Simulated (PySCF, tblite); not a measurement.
**C7H16P2: geometry, infrared bands and NMR shifts**

Wanted: the infrared bands and NMR shifts of C7H16P2 (`C=P1(CC)CCPCC1`), by calculation.

The runs use tblite 0.8.0 and PySCF 2.14.0, with density-fitted response routines of our own; the level of theory stands in each step. All values are computed, except where a source is named. Atoms are numbered from 0 throughout.

## Step 1: The molecule as given

25 atoms, charge 0, multiplicity 1; geometry from: force field or distance geometry start.

Bonds of the start (Å): C0–P1 1.75, P1–C2 1.76, C2–C3 1.53, P1–C4 1.76, C4–C5 1.53, C5–P6 1.85, P6–C7 1.85, C7–C8 1.52, C8–P1 1.74, C0–H9 1.11, C0–H10 1.10, C2–H11 1.09, C2–H12 1.08, C3–H13 1.09, C3–H14 1.09, C3–H15 1.08, C4–H16 1.09, C4–H17 1.10, C5–H18 1.10, C5–H19 1.09, P6–H20 1.42, C7–H21 1.10, C7–H22 1.09, C8–H23 1.09, C8–H24 1.09.

## Step 2: Relaxing the molecule with GFN2-xTB

The job: settings as JSON, then the geometry in Å.

```
{"job": {"kind": "relax", "xc": "GFN2-xTB", "basis": "xTB"}, "charge": 0, "multiplicity": 1}
C      0.445700    -1.786100     0.895600
P      0.497700    -0.231900     0.090400
C      2.233700     0.003700    -0.087900
C      2.589500     1.318500    -0.782900
C     -0.313500     0.836900     1.231500
C     -1.815200     0.582500     1.350300
P     -2.668700     0.751600    -0.287000
C     -1.900400    -0.697900    -1.148100
C     -0.407500    -0.499000    -1.374800
H      0.447700    -1.866500     1.998200
H      0.384700    -2.723900     0.322700
H      2.707000    -0.019600     0.892200
H      2.645500    -0.817000    -0.662100
H      2.216700     2.164200    -0.206900
H      3.672800     1.416800    -0.864000
H      2.149300     1.359600    -1.763500
H      0.151400     0.764500     2.217900
H     -0.151400     1.867200     0.896300
H     -2.250800     1.300900     2.062000
H     -1.984400    -0.420200     1.754800
H     -3.900300     0.149100     0.079200
H     -2.079300    -1.601900    -0.554500
H     -2.404600    -0.834600    -2.101400
H     -0.269500     0.361600    -2.035200
H     -0.007400    -1.354500    -1.913700
```

On the command line:

```
> OMP_NUM_THREADS=1 python probes_run.py task.json out
```

The driver reads the jobs from task.json and runs them one after another.

**Question.** This job is followed by: GFN2-xTB harmonic vibrations, gas phase; GIAO PBE0/pcSseg-1 NMR shielding, non-relativistic, gas phase. Predict these results of the whole session: strongest single infrared mode (GFN2-xTB); zero-point energy (GFN2-xTB); 13C shifts against TMS (PBE0/pcSseg-1, means over atoms taken as alike); 1H shifts against TMS (PBE0/pcSseg-1, means over atoms taken as alike); 31P shifts against H3PO4 (PBE0/pcSseg-1); surface potential, 1st and 99th percentile.

**Answer**, as computed:

| quantity | value |
| --- | --- |
| strongest single infrared mode (GFN2-xTB) | 2258 cm⁻¹, 198 km/mol |
| zero-point energy (GFN2-xTB) | 130.6 kcal/mol |
| 13C shifts against TMS (PBE0/pcSseg-1, means over atoms taken as alike) | 38.3, 22.9, 16.7, 10.2, -9.7 ppm |
| 1H shifts against TMS (PBE0/pcSseg-1, means over atoms taken as alike) | 4.23, 3.79, 1.87, 1.82, 1.39, 1.37, 1.10, -0.74 ppm |
| 31P shifts against H3PO4 (PBE0/pcSseg-1) | 3.0, -100.6 ppm |
| surface potential, 1st and 99th percentile | -1.74 V and 0.89 V |

Over 62 steps the energy fell by 1.664 eV; of the close pairs, P1–C2 changed most, 1.761 to 1.887 Å. The lowest mode is slightly imaginary (17i cm⁻¹), a soft motion within the noise of the Hessian, so the minimum is not strictly shown. The strongest single mode, at 2258 cm⁻¹, moves mainly H20. GFN2-xTB is a fitted tight-binding method: band positions and strengths are rough. Its intensities can rank the bands wrongly. At PBE0/pcSseg-1: The widest tensor belongs to P1: span 192 ppm, with a paramagnetic part of -651 ppm.
